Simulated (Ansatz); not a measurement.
Crystal: Si2N.

```
CELL_PARAMETERS angstrom
-2.04556 2.04556 2.39837
2.04556 -2.04556 2.39837
2.04556 2.04556 -2.39837
ATOMIC_POSITIONS crystal
Si 0.75000 0.25000 0.50000
Si 0.25000 0.75000 0.50000
N 0.00000 0.00000 0.00000
```

The cell was built by a generator and needn't be a form met in nature.

```yaml
Program: Ansatz 0.2.0
Task: relaxation of cell and atoms
Functional: PBEsol
Potentials_or_basis: Ansatz PAW
Cutoff: "420 eV (not typed: the program's choice for these potentials)"
k_mesh: 9 × 9 × 9
Occupations: fermi-dirac, width 0.05 eV
Spin: no spin polarisation
```

At the start: volume 13.38 Å³/atom.

Where does the relaxation end?

It ends after 7 steps and the volume is 12.89 Å³/atom (-3.6 %); space group I4/mmm (No. 139, to 0.05 Å).

The path:
| step | energy change (eV) | largest force (eV/Å) | volume (Å³) |
| --- | --- | --- | --- |
| 1 | 0.0000 | 0.0000 | 40.14 |
| 2 | -0.0177 | 0.0000 | 39.11 |
| 3 | -0.0198 | 0.0000 | 38.69 |
| 4 | -0.0198 | 0.0000 | 38.71 |
| 5 | -0.0180 | 0.0000 | 38.71 |
| 6 | -0.0181 | 0.0000 | 38.68 |
| 7 | -0.0180 | 0.0000 | 38.68 |

Final structure:
```yaml
crystal:
  lattice:
    - [-2.00832, 2.00832, 2.39734]
    - [2.00832, -2.00832, 2.39734]
    - [2.00832, 2.00832, -2.39734]
  atoms:
    - { symbol: Si, position: [0.75000, 0.25000, 0.50000] }
    - { symbol: Si, position: [0.25000, 0.75000, 0.50000] }
    - { symbol: N, position: [0.00000, 0.00000, 0.00000] }
```

Caveat: the plane-wave basis is chosen anew once the cell has moved, so the energies of steps on either side of that aren't comparable; the PAW data sets come from PBE, with cores solved anew for the run's functional, which leaves a small shift of forces and pressure.
